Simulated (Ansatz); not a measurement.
# LuVO4: the cost of one run

Method: DFT PBEsol, scalar-relativistic, plane waves, PAW, in Ansatz 0.2.0.

**1. Starting point**

The structure is tetragonal, space group I4_1/amd (No. 141). The conventional cell has a = 7.091 Å, b = 7.091 Å, c = 6.257 Å, α = 90.00°, β = 90.00°, γ = 90.00°. Around Lu (site symmetry -4m2) lie 8 O at 2.27 to 2.43 Å. Around V (site symmetry -4m2) lie 4 O at 1.72 Å. Around O (site symmetry m) lie 1 V at 1.72 Å and 2 Lu at 2.27 to 2.43 Å.

Structure file:

```
CELL_PARAMETERS angstrom
-3.54569 3.54569 3.12831
3.54569 -3.54569 3.12831
3.54569 3.54569 -3.12831
ATOMIC_POSITIONS crystal
Lu 0.75000 0.25000 0.50000
Lu 0.00000 0.00000 0.00000
V 0.50000 0.50000 0.00000
V 0.25000 0.75000 0.50000
O 0.51142 0.32481 0.18661
O 0.07481 0.38821 0.31339
O 0.13821 0.32481 0.81339
O 0.07481 0.76142 0.68661
O 0.23858 0.92519 0.31339
O 0.67519 0.48858 0.81339
O 0.61179 0.92519 0.68661
O 0.67519 0.86179 0.18661
```

It is the result of an earlier relaxation at this level (volume 13.11 Å³/atom; gap on the mesh: 2.90 eV).

**2. Relaxing with PBEsol**

Input file input.yaml:

```yaml
crystal:
  lattice:
    - [-3.5456893091, 3.5456893091, 3.1283054442]
    - [3.5456893091, -3.5456893091, 3.1283054442]
    - [3.5456893091, 3.5456893091, -3.1283054442]
  atoms:
    - { symbol: Lu, position: [0.75, 0.25, 0.5] }
    - { symbol: Lu, position: [0.0, 0.0, 0.0] }
    - { symbol: V, position: [0.5, 0.5, 0.0] }
    - { symbol: V, position: [0.25, 0.75, 0.5] }
    - { symbol: O, position: [0.511422861, 0.3248148805, 0.1866079804] }
    - { symbol: O, position: [0.0748148805, 0.3882069001, 0.3133920196] }
    - { symbol: O, position: [0.1382069001, 0.3248148805, 0.8133920196] }
    - { symbol: O, position: [0.0748148805, 0.761422861, 0.6866079804] }
    - { symbol: O, position: [0.238577139, 0.9251851195, 0.3133920196] }
    - { symbol: O, position: [0.6751851195, 0.488577139, 0.8133920196] }
    - { symbol: O, position: [0.6117930999, 0.9251851195, 0.6866079804] }
    - { symbol: O, position: [0.6751851195, 0.8617930999, 0.1866079804] }
basis:
  ecutwfc: 420
kpoints:
  mp_grid: { grid: [6, 6, 6] }
hamiltonian:
  xc: pbesol
scf:
  occupations: { method: gaussian, width: 0.02 }
output:
  forces: true
  stress: true
  eigenvalues: true
  write_density: true
  write_potential: true
  elf: true
  volumetric_format: npy
relax:
  adjacent_minimum: "off"
  f_tol: 0.005
  max_steps: 50
  cell: { stress_tol: 0.05 }
```

Command:

```console
$ ansatz run input.yaml --threads 4 --pin off --max-ram 10240MiB --backend cpu --events-out ev --progress --plain --runs-dir out
```

What time and memory should one allow on 4 threads of Intel Xeon 6975P-C (Granite Rapids), shared host?

About 38 s, with a peak of 0.84 GiB.
